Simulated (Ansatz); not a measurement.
# Cl₃GaH₂Se: small, medium and large basis sets

Aim: see how fast density functionals converge with the basis set for Cl₃GaH₂Se.

Method: one geometry, several basis sets; program: Ansatz 0.2.0, Gaussian basis.

The runs, in order: PBE0-D4/def2-SVP; ωB97M-V/def2-SVP; PBE0-D4/def2-QZVPP; ωB97M-V/def2-QZVPP; the functionals' def2-TZVPP values are taken from earlier runs.

## Step 1: The geometry

The geometry comes from an earlier relaxation with PBE0-D4 in a triple-zeta def2 set; it is a stationary point, not always the lowest conformer.

SMILES `[Cl][Ga-]([Cl])([Cl])[SeH2+]`, 7 atoms, charge 0, spin multiplicity 1.

Atoms are counted from 1 here; the program's logs count them from 0.

Bond lengths: Cl1–Ga2 2.147 Å, Ga2–Cl3 2.147 Å, Ga2–Cl4 2.149 Å, Ga2–Se5 2.635 Å, Se5–H6 1.470 Å, Se5–H7 1.470 Å. Angles: Cl1–Ga2–Cl3 118.0°, Cl1–Ga2–Cl4 116.9°, Cl1–Ga2–Se5 98.8°, Cl3–Ga2–Cl4 116.9°, Cl3–Ga2–Se5 98.7°, Cl4–Ga2–Se5 101.2°, Ga2–Se5–H6 93.8°, Ga2–Se5–H7 93.8°, H6–Se5–H7 91.6°.

## Step 2: PBE0-D4 in def2-SVP

The input, in.yaml:

```yaml
crystal:
  periodic: [false, false, false]
  atoms:
    - {symbol: Cl, position_ang: [-0.700857, -1.180944, 2.251106]}
    - {symbol: Ga, position_ang: [0.034071, -1.025228, 0.239915]}
    - {symbol: Cl, position_ang: [2.033860, -1.696850, -0.158985]}
    - {symbol: Cl, position_ang: [-1.402924, -1.255044, -1.341564]}
    - {symbol: Se, position_ang: [0.464099, 1.573153, 0.169881]}
    - {symbol: H, position_ang: [-0.965236, 1.906868, 0.087668]}
    - {symbol: H, position_ang: [0.598186, 1.610042, -1.293620]}
basis:
  gaussian: {orbitals: def2-SVP}
hamiltonian: {xc: pbe0, dispersion: d4}
output: {orbitals: {seedname: orbitals}}
```

The run is started by

```console
$ ansatz run in.yaml --threads 4 --pin off --events-out ev --progress --plain --max-ram 11315MiB
```

The runs that follow: ωB97M-V in def2-SVP; PBE0-D4 in def2-QZVPP; ωB97M-V in def2-QZVPP.

**Question.** What will the summary of the whole plan be? Wanted: PBE0-D4: double and triple zeta above quadruple; ωB97M-V: double and triple zeta above quadruple.

As calculated:

| quantity | value |
| --- | --- |
| PBE0-D4: double and triple zeta above quadruple | 31.29, 3.65 eV |
| ωB97M-V: double and triple zeta above quadruple | 30.94, 3.52 eV |

What this shows: For PBE0-D4 the step from double to triple zeta gains 27.64 eV and the next only 3.65 eV. These are total energies; as a rule much of such shifts cancels in differences, which this series doesn't test.
